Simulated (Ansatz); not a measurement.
# BrCl2HSn: search for a transition state

Aim: find the saddle point of a 1,1-elimination that is to form Br2–H3 and break Sn1–Br2, Sn1–H3, prove it by its vibrations, and relax downhill on both sides to see what it joins.

Computed with Ansatz 0.2.0, Gaussian basis. Level: PBE0-D4, def2-SVP first, then def2-TZVP.

21 further runs of the same task are left out: 21 set aside as unsound or not needed.

**1. Starting geometry**

The guess: 5 atoms, charge 0, spin multiplicity 1.

Atoms are counted from 1 here; the program's logs count them from 0.

Bond lengths: Sn1–Br2 3.024 Å, Sn1–Cl4 2.627 Å, Sn1–Cl5 2.365 Å, H3–Cl4 1.418 Å. Angles: Br2–Sn1–Cl4 73.9°, Br2–Sn1–Cl5 100.6°, Cl4–Sn1–Cl5 97.6°, Sn1–Cl4–H3 58.9°.

As a file:

```mol
BrCl2HSn
  3D, bonds by distance, orders not assigned

  5  4  0  0  0  0  0  0  0  0999 V2000
    0.4583    1.0544   -0.6941 Sn  0  0
    0.4710   -1.9625   -0.9035 Br  0  0
    0.4470   -0.7359    0.6686 H   0  0
    0.4844    0.1518    1.7731 Cl  0  0
   -1.8607    1.4923   -0.8441 Cl  0  0
  1  2  8  0
  1  4  8  0
  1  5  8  0
  3  4  8  0
M  END
```

Distances that are to change: Br2–H3 1.99 Å, Sn1–Br2 3.02 Å, Sn1–H3 2.25 Å.

**2. Relaxing the guess with the reacting distances held**

hold/in.yaml reads:

```yaml
crystal:
  periodic: [false, false, false]
  atoms:
    - {symbol: Sn, position_ang: [0.458300, 1.054400, -0.694100]}
    - {symbol: Br, position_ang: [0.471000, -1.962500, -0.903500]}
    - {symbol: H, position_ang: [0.447000, -0.735900, 0.668600]}
    - {symbol: Cl, position_ang: [0.484400, 0.151800, 1.773100]}
    - {symbol: Cl, position_ang: [-1.860700, 1.492300, -0.844100]}
basis:
  gaussian: {orbitals: def2-SVP}
hamiltonian: {xc: pbe0, dispersion: d4}
relax: {f_tol: 0.08, max_steps: 120, escape_saddle: false, constraints: [{distance: [1, 2]}, {distance: [0, 1]}, {distance: [0, 2]}]}
```

The command line of these runs was not kept.

The runs that follow: Saddle search in the small basis; Saddle search in triple zeta; Checking the order of the point; Relaxing after a step of 0.30 Å one way along the mode; Relaxing after a step of 0.30 Å the other way along the mode.

What does the calculation give? Wanted: imaginary mode; barrier from the start side; barrier from the end side; energy of the step; pairs that change; zero-point energy at the saddle.

**Answer**, as computed:

| quantity | value |
| --- | --- |
| imaginary mode | 180i cm⁻¹ |
| barrier from the start side | 19.3 kJ/mol |
| barrier from the end side | 4.5 kJ/mol |
| energy of the step | +14.7 kJ/mol |
| pairs that change | Sn1–Cl4 formed, Br2–H3 formed, H3–Cl4 broken |
| zero-point energy at the saddle | 0.209 eV |

The point has a single imaginary mode (180i cm⁻¹), as a transition state must. The two relaxations don't end on the planned structures: the search found another step. At PBE0-D4/def2-TZVP the electronic barrier is 19.3 kJ/mol, about 8 kT at 298 K, and the step runs 14.7 kJ/mol uphill. A step off the saddle overshot and began above it in energy, so the link to its end is likely but not proven.
